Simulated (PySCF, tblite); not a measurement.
# C3H12OSi2, a small molecule taken as a stand-in for a surface group (carbon-backed Si): NMR shifts, core binding energies and electronic excitations, part 2 of 2

tblite 0.8.0 and PySCF 2.14.0. Atoms count from 0, parts from 1. Earlier steps stand in the parts before.

## (5) Core-electron binding energies: SCAN, X2C

The job: settings as JSON, then the geometry in Å.

```
{"job": {"kind": "xps", "holes": 5}, "charge": 0, "multiplicity": 1}
C     -0.733982    -0.823237    -1.480707
Si    -0.380016    -0.141851     0.230367
C     -0.653242    -1.446559     1.540923
C     -1.422504     1.376119     0.568113
O      1.232582     0.304443     0.310910
Si     2.544430     0.810297    -0.550732
H     -0.573578    -0.060371    -2.259346
H     -0.078315    -1.679478    -1.706160
H     -1.776933    -1.169357    -1.560170
H     -0.420229    -1.047745     2.540596
H     -1.699395    -1.791608     1.547503
H     -0.006728    -2.320900     1.367699
H     -1.219104     2.166511    -0.171676
H     -2.497614     1.139002     0.523046
H     -1.206148     1.786355     1.566932
H      2.969994    -0.233662    -1.534835
H      3.668974     1.073106     0.392675
H      2.240479     2.067586    -1.304321
```

With the program's defaults for keys left out, this is: delta-SCF UKS SCAN, pcX-2 on the ionised atom, pcseg-1 elsewhere, spin-free X2C.

The log of the run:

```text
ground state, core basis on atom 0 (C), 183 functions
  cycle   1  E = -776.71855567  |g| = 9.33e-01
  cycle   2  E = -776.32774607  |g| = 1.65e+00
  cycle   3  E = -776.89160541  |g| = 3.04e-01
  cycle   4  E = -776.91225423  |g| = 4.33e-02
  cycle   5  E = -776.91270790  |g| = 1.47e-02
  cycle   6  E = -776.91277173  |g| = 3.65e-03
  cycle   7  E = -776.91277302  |g| = 1.18e-03
  cycle   8  E = -776.91277385  |g| = 4.22e-04
  E(ground) = -776.98632793 Eh
hole in C 1s of atom 0
  cycle   1  E = -765.68897651  |g| = 1.50e+00
  cycle   2  E = -765.15394595  |g| = 1.72e+00
  cycle   3  E = -766.21449145  |g| = 3.23e-01
  cycle   4  E = -766.24150534  |g| = 1.93e-01
  cycle   5  E = -766.25541508  |g| = 5.71e-02
  cycle   6  E = -766.25645408  |g| = 1.90e-02
  cycle   7  E = -766.25662801  |g| = 5.58e-03
  cycle   8  E = -766.25664812  |g| = 1.51e-03
  cycle   9  E = -766.25664820  |g| = 7.30e-04
  cycle  10  E = -766.25664955  |g| = 2.74e-04
  E(ion) = -766.32924171 Eh   <S^2> = 0.7673   hole on atom = 1.000   binding energy = 289.994 eV
ground state, core basis on atom 1 (Si), 194 functions
  cycle   1  E = -777.01735706  |g| = 2.89e-01
  cycle   2  E = -777.01738652  |g| = 4.84e-02
  cycle   3  E = -777.01734840  |g| = 4.09e-02
  cycle   4  E = -777.01768713  |g| = 7.34e-03
  cycle   5  E = -777.01770179  |g| = 1.86e-03
  cycle   6  E = -777.01770343  |g| = 3.11e-04
  E(ground) = -777.04991081 Eh
hole in Si 2p of atom 1
  cycle   1  E = -772.75051428  |g| = 1.25e+00
  cycle   2  E = -772.54040975  |g| = 1.20e+00
  cycle   3  E = -773.03268485  |g| = 2.92e-01
  cycle   4  E = -773.07637351  |g| = 9.42e-02
  cycle   5  E = -773.07760968  |g| = 7.14e-02
  cycle   6  E = -773.07974864  |g| = 7.08e-03
  cycle   7  E = -773.07976146  |g| = 4.25e-03
  cycle   8  E = -773.07977100  |g| = 4.02e-04
  E(ion) = -773.12304703 Eh   <S^2> = 0.7512   hole on atom = 1.003   binding energy = 106.855 eV
  2p3/2 = 106.595 eV   2p1/2 = 107.222 eV
ground state, core basis on atom 2 (C), 183 functions
  cycle   1  E = -776.91255048  |g| = 6.19e-02
  cycle   2  E = -776.91253523  |g| = 2.86e-02
  cycle   3  E = -776.91265593  |g| = 1.99e-02
  cycle   4  E = -776.91274066  |g| = 5.48e-03
  cycle   5  E = -776.91274835  |g| = 8.63e-04
  cycle   6  E = -776.91274685  |g| = 2.93e-04
  E(ground) = -776.98633739 Eh
hole in C 1s of atom 2
  cycle   1  E = -765.69184839  |g| = 1.50e+00
  cycle   2  E = -765.17807602  |g| = 1.70e+00
  cycle   3  E = -766.22120317  |g| = 3.05e-01
  cycle   4  E = -766.25178338  |g| = 1.26e-01
  cycle   5  E = -766.25765364  |g| = 5.34e-02
  cycle   6  E = -766.25852719  |g| = 1.98e-02
  cycle   7  E = -766.25869433  |g| = 5.99e-03
  cycle   8  E = -766.25871564  |g| = 1.40e-03
  cycle   9  E = -766.25871713  |g| = 6.71e-04
  cycle  10  E = -766.25871499  |g| = 2.62e-04
  E(ion) = -766.33130895 Eh   <S^2> = 0.7670   hole on atom = 1.000   binding energy = 289.938 eV
ground state, core basis on atom 3 (C), 183 functions
  cycle   1  E = -776.91282829  |g| = 5.77e-02
  cycle   2  E = -776.91275533  |g| = 2.47e-02
  cycle   3  E = -776.91277725  |g| = 2.30e-02
  cycle   4  E = -776.91291663  |g| = 1.21e-03
  cycle   5  E = -776.91291518  |g| = 4.54e-04
  E(ground) = -776.98627928 Eh
hole in C 1s of atom 3
  cycle   1  E = -765.69091755  |g| = 1.50e+00
  cycle   2  E = -765.16625985  |g| = 1.71e+00
  cycle   3  E = -766.21866189  |g| = 3.14e-01
  cycle   4  E = -766.24769494  |g| = 1.61e-01
  cycle   5  E = -766.25716511  |g| = 5.70e-02
  cycle   6  E = -766.25818995  |g| = 1.92e-02
  cycle   7  E = -766.25835829  |g| = 5.62e-03
  cycle   8  E = -766.25837836  |g| = 1.43e-03
  cycle   9  E = -766.25838011  |g| = 6.84e-04
  cycle  10  E = -766.25838185  |g| = 2.61e-04
  E(ion) = -766.33067276 Eh   <S^2> = 0.7671   hole on atom = 1.000   binding energy = 289.954 eV
ground state, core basis on atom 4 (O), 183 functions
  cycle   1  E = -776.94780029  |g| = 1.10e-01
  cycle   2  E = -776.94548371  |g| = 1.32e-01
  cycle   3  E = -776.94814510  |g| = 4.96e-02
  cycle   4  E = -776.94855878  |g| = 5.62e-03
  cycle   5  E = -776.94856685  |g| = 1.03e-03
  cycle   6  E = -776.94856825  |g| = 1.64e-04
  E(ground) = -777.01927067 Eh
hole in O 1s of atom 4
  cycle   1  E = -756.36265669  |g| = 2.23e+00
  cycle   2  E = -755.87992451  |g| = 2.21e+00
  cycle   3  E = -757.14667977  |g| = 4.00e-01
  cycle   4  E = -757.19033315  |g| = 1.35e-01
  cycle   5  E = -757.19968712  |g| = 4.17e-02
  cycle   6  E = -757.20057606  |g| = 7.50e-03
  cycle   7  E = -757.20060518  |g| = 2.70e-03
  cycle   8  E = -757.20060833  |g| = 9.48e-04
  cycle   9  E = -757.20060817  |g| = 4.23e-04
  E(ion) = -757.27201402 Eh   <S^2> = 0.7621   hole on atom = 1.000   binding energy = 537.350 eV
```

Wall time 33 s (1 thread of AMD EPYC 9R14, shared host); peak memory 0.77 GiB.

Binding energies by hole, beside the orbital energy of the ground state; the difference holds orbital relaxation and, for a density functional, its self-interaction error:

```
       hole  stands for                 environment  ΔSCF (eV; 2p as the shell's mean)  −ε (eV)   ⟨S²⟩
  C1s on C0          C0  methyl carbon bonded to Si                             289.99    273.1  0.767
Si2p on Si1         Si1    silicon bonded to 3 C, O                             106.80     96.1  0.751
  C1s on C2          C2  methyl carbon bonded to Si                             289.94    273.0  0.767
  C1s on C3          C3  methyl carbon bonded to Si                             289.95    273.0  0.767
  O1s on O4          O4       oxygen bonded to 2 Si                             537.35    516.1  0.762
```

With the spin-orbit splitting: Si1 2p3/2 106.60, 2p1/2 107.22 eV. The table gives each 2p level as the mean over the whole 2p shell (two parts 2p3/2, one part 2p1/2), which differs a little from the single hole in the log.

## (6) Excited states and response: CAM-B3LYP/def2-SVPD

The job, as its differences from that of step 5:

```diff
@@ -1,2 +1,2 @@
-{"job": {"kind": "xps", "holes": 5}, "charge": 0, "multiplicity": 1}
+{"job": {"kind": "uv", "xc": "CAM-B3LYP", "basis": "def2-SVPD", "nstates": 6, "ntriplets": 2, "ip": true}, "charge": 0, "multiplicity": 1}
 C     -0.733982    -0.823237    -1.480707
```

With the program's defaults for keys left out, this is: TDDFT CAM-B3LYP/def2-SVPD, vertical, gas phase, core orbitals frozen in the response.

The log of the run:

```text
coarse grid: 15032 points
cycle   1  E = -775.2179019232  dE =  2.122e-01  |g| = 7.900e-01  |ddm| = 6.091e+00
cycle   2  E = -775.1259756947  dE =  9.193e-02  |g| = 1.071e+00  |ddm| = 2.212e+00
cycle   3  E = -775.3427323247  dE = -2.168e-01  |g| = 1.081e-01  |ddm| = 1.179e+00
cycle   4  E = -775.3451118529  dE = -2.380e-03  |g| = 3.345e-02  |ddm| = 2.123e-01
cycle   5  E = -775.3454016057  dE = -2.898e-04  |g| = 3.478e-03  |ddm| = 6.038e-02
cycle   6  E = -775.3454051218  dE = -3.516e-06  |g| = 8.110e-04  |ddm| = 1.381e-02
final grid: 133152 points
cycle   7  E = -775.4606420068  dE = -2.260e-05  |g| = 3.357e-03  |ddm| = 7.063e-02
cycle   8  E = -775.4606425141  dE = -5.073e-07  |g| = 3.194e-03  |ddm| = 1.219e-02
cycle   9  E = -775.4606449458  dE = -2.432e-06  |g| = 4.093e-04  |ddm| = 4.561e-03
cycle  10  E = -775.4606449739  dE = -2.811e-08  |g| = 1.639e-04  |ddm| = 6.229e-04
cycle  11  E = -775.4606449794  dE = -5.437e-09  |g| = 1.368e-05  |ddm| = 2.891e-04
cycle  12  E = -775.4606449794  dE = -6.639e-11  |g| = 3.944e-06  |ddm| = 4.030e-05
converged SCF energy = -775.4606449794

Static polarisability (au): isotropic 91.379, principal 88.474 89.461 96.201

Singlet excitations
state   eV       nm        f      main configurations
  1   7.3554    168.6   0.00874   H->L 0.70, H->L+1 0.08
  2   7.5194    164.9   0.01467   H-1->L 0.71
  3   7.9756    155.5   0.01596   H->L+1 0.35, H->L 0.21, H-2->L 0.15
  4   8.0544    153.9   0.02641   H-1->L+1 0.27, H-3->L 0.19, H-1->L 0.19
  5   8.4159    147.3   0.12216   H->L+1 0.33, H->L+2 0.25, H-2->L 0.18
  6   8.5409    145.2   0.09397   H-1->L+1 0.37, H-1->L+2 0.16, H-3->L 0.14

Triplet excitations (Tamm-Dancoff, eV): 7.0552 7.2139
Vertical ionisation energy (delta-SCF) = 10.1276 eV
```

It took 2.7 min on 1 thread of AMD EPYC 9R14, shared host; peak memory 1.2 GiB.

Frontier orbitals and where they lie:

```
orbital      eV                         atoms
 HOMO−3  -10.55  Si5 22 %, H17 14 %, H16 14 %
 HOMO−2  -10.54   Si5 21 %, H15 18 %, O4 13 %
 HOMO−1   -9.60    O4 23 %, C0 22 %, Si1 14 %
   HOMO   -9.47    O4 26 %, C3 21 %, Si1 12 %
   LUMO    0.92    Si5 16 %, Si1 15 %, C0 8 %
 LUMO+1    1.42  Si5 45 %, H17 13 %, H15 13 %
 LUMO+2    1.84    Si5 28 %, C2 10 %, H10 8 %
```

With each of the 6 states as a Gaussian band of 0.4 eV half-width at 1/e, the curve within the window shown has maxima at 147 nm (ε 9,100) L/(mol cm). Beyond the last state computed it falls off for lack of states. The curve at chosen wavelengths:

(nm, ε (L/mol/cm)): (140, 3796), (142, 6038), (143, 7104), (145, 8662), (147, 9075), (149, 8360), (150, 7708), (152, 6155), (154, 4643), (155, 3987), (157, 2935), (159, 2212), (161, 1748), (162, 1586), (164, 1348), (166, 1167), (168, 998), (169, 910), (171, 731), (173, 555), (174, 473), (176, 328), (178, 214), (180, 132), (181, 101), (183, 58)

Further results of this job:

```
           property  computed
  dipole moment (D)      1.07
polarisability (Å³)     13.54
 HOMO–LUMO gap (eV)     10.39
      −ε(HOMO) (eV)      9.47
```

## (7) Summary of results

The summary covers parts 1 to 2.

```
                                                     quantity                                                                          value
                                                  point group                                                                             C1
                         rotational constants (main isotopes)                                                           3.03, 1.30, 1.29 GHz
                       13C shifts against TMS (PBE0/pcSseg-1)                                                              1.6, 1.2, 0.7 ppm
                        1H shifts against TMS (PBE0/pcSseg-1)  5.00, 4.99, 4.92, 0.32, 0.32, 0.27, 0.26, 0.24, 0.19, -0.09, -0.16, -0.19 ppm
                      29Si shifts against TMS (PBE0/pcSseg-1)                                                                20.9, -43.7 ppm
                       17O shifts against H2O (PBE0/pcSseg-1)                                                                       32.1 ppm
                             C1s binding energies, SCAN/pcX-2                                             C0 289.99, C3 289.95, C2 289.94 eV
Si2p binding energies, SCAN/pcX-2 (standing for 1 of 2 atoms)                                                                  Si1 106.80 eV
                             O1s binding energies, SCAN/pcX-2                                                                   O4 537.35 eV
                         lowest singlet (CAM-B3LYP/def2-SVPD)                                                    7.36 eV (169 nm), f = 0.009
                     brightest single state of those computed                                                    state 5, 8.42 eV, f = 0.122
                                               lowest triplet                                                                        7.06 eV
                            vertical ionisation energy (ΔSCF)                                                                       10.13 eV
```

In words: Over 11 steps the energy fell by 0.243 eV; of the close pairs, Si5–H15 changed most, 1.452 to 1.496 Å (PBE0/def2-SVP). At PBE0/pcSseg-1: The largest span, 125 ppm, is at Si5, where the paramagnetic term is -483 ppm. The C1s levels computed lie within 0.06 eV of one another, too close to rank. The lowest singlet, at 7.36 eV, is HOMO→LUMO 0.70, HOMO→LUMO+1 0.08 and is weak; of the 6 states computed, the strongest absorption comes from state 5 at 8.42 eV (the last state computed is bright too, and its partners may lie past the list). The lowest triplet lies 0.30 eV below the lowest singlet (triplets in Tamm-Dancoff, singlets in full TDDFT). ΔSCF puts the ionisation energy at 10.13 eV, 0.66 eV above −ε(HOMO). A capped cluster stands for the solid here, so long-range fields and strain are missing, and bands or shifts of the capping hydrogens have no counterpart in it.
